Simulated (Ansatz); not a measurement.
# Relaxation of Yb3PbO

Aim: in Yb3PbO, a crystal from a database, its volume scaled a little, relax cell and atoms, then read levels, charges and fields where it ends.

Program: Ansatz 0.2.0. Level of theory: DFT, r2SCAN, no spin polarisation, plane waves, PAW. These are calculated values, not measurements.

### Step 1. The cell

The structure is cubic, space group Pm-3m (No. 221). Conventional cell: a = 4.879 Å, b = 4.879 Å, c = 4.879 Å, α = 90.00°, β = 90.00°, γ = 90.00°. Around Pb (site symmetry m-3m) lie 12 Yb at 3.45 Å. Around O (site symmetry m-3m) lie 6 Yb at 2.44 Å. Yb (site symmetry 4/mmm) is surrounded by 2 O at 2.44 Å.

The coordinates stand in the input below.

The first density is read from a saved solution for the starting cell.

### Step 2. The walk to rest

Input file input.yaml:

```yaml
crystal:
  lattice:
    - [4.879155, 0.0, 0.0]
    - [0.0, 4.879155, 0.0]
    - [0.0, 0.0, 4.879155]
  atoms:
    - { symbol: Pb, position: [0.0, 0.0, 0.0] }
    - { symbol: O, position: [0.5, 0.5, 0.5] }
    - { symbol: Yb, position: [0.0, 0.5, 0.5] }
    - { symbol: Yb, position: [0.5, 0.0, 0.5] }
    - { symbol: Yb, position: [0.5, 0.5, 0.0] }
kpoints:
  mp_grid: { grid: [5, 5, 5], shift: [0, 0, 0] }
magnetization:
  spin_polarized: false
scf:
  occupations: { method: fermi_dirac }
  lower_state_search: "off"
hamiltonian:
  pseudopotentials: { kind: paw }
  xc: r2scan
basis:
  ecutwfc: 500
  fft_grid_basis: typed
relax:
  max_steps: 60
  cell: { p_target: 0.0 }
  f_tol: 0.03
output:
  forces: true
  stress: true
  eigenvalues: true
  bader: true
  populations: true
  elf: true
  write_potential: true
  volumetric_format: npy
  dos:
    e_range: [-12, 8]
    de: 0.05
    projected: { site_lists: { O: [O], Pb: [Pb], Yb: [Yb] } }
checkpoint:
  read: saved_state
```

The run is started by

```sh
> ansatz run input.yaml --threads 2 --pin off --max-ram 3584MiB --backend cpu --events-out ev --progress --plain --runs-dir out
```

Q: Predict the outcome of this session. Wanted: moves; energy gained; largest move; cell; volume; pressure at the end; character; Bader charges.

**Answer**, as computed:

| quantity | value |
| --- | --- |
| moves | 3 |
| energy gained | 14.3 meV/atom |
| largest move | 0.00 Å |
| space group (0.01 Å), before / after | Pm-3m / Pm-3m |
| cell | a = 4.787 Å, b = 4.787 Å, c = 4.787 Å, α = 90.00°, β = 90.00°, γ = 90.00° |
| volume | 21.94 Å³/atom (-5.6 %) |
| pressure at the end | -0.01 GPa |
| formation energy (elements from separate runs) | -1.71 eV/atom |
| character | metal |
| density of states, mean within 0.25 eV of the Fermi level | 0.45 per eV per cell |
| Bader charges | Pb -2.22, O -1.52, Yb +1.25 e |

The volume shrank by 5.6 %, and the atoms end where they began within the cell; the energy fell by 14.3 meV per atom. With 48 symmetry operations imposed, the end may be a saddle point towards distortions that break them. Bands cross the Fermi level: a metal; within 0.25 eV of the Fermi level the density of states averages 0.45 per eV per cell, mostly Yb d (70 %) and Yb f (21 %). By Bader's partition Yb gives up most (+1.25 e) and Pb takes most (-2.22 e). Against the elements' reference phases (Pb fcc, O2 molecule, Yb fcc; separate runs with the same functional) the formation energy is -1.71 eV per atom, so it is bound against them, though other compounds may compete.

Caveats: no spin polarisation, so a magnetic state may lie lower.
